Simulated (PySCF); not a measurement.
# C4H6O2Se: the cost of one run

Programs: PySCF 2.14.0, with routines of our own; each step states its level. All values are computed. Atoms count from 0.

## Step 1: The system as given

13 atoms, charge 0, multiplicity 1; geometry from: GFN2-xTB.

## Step 2: Magnetic properties: GIAO CAM-B3LYP/pcSseg-1

Job settings and geometry (Å):

```
{"job": {"kind": "mag", "xc": "CAM-B3LYP", "basis": "pcSseg-1", "isotopologues": 2}, "charge": 0, "multiplicity": 1}
C     -2.228933     0.285959     0.094646
O     -0.984701    -0.051745    -0.468643
C     -0.221141    -0.884639     0.339168
Se     1.356227    -1.391235    -0.718507
C      2.066065     0.366506    -1.037817
C      2.918447     0.769706    -0.151983
O      3.664328     1.056936     0.689280
H     -2.100245     0.821965     1.042682
H     -2.730142     0.930041    -0.624755
H     -2.836250    -0.609565     0.273889
H     -0.745472    -1.815899     0.599136
H      0.111174    -0.383191     1.261147
H      1.726254     0.905648    -1.899716
```

With the program's defaults for keys left out, this is: GIAO CAM-B3LYP/pcSseg-1 magnetisability, rotational g tensor and spin-rotation constants, non-relativistic, gas phase.

Launch:

```console
OMP_NUM_THREADS=1 python excited_run.py task.json out
```

The driver reads the jobs from task.json and runs them one after another.

Q: Estimate the wall time and peak memory of this first job on 1 thread of Arm Neoverse V1, shared host.

About 39 s, with a peak of 0.94 GiB.
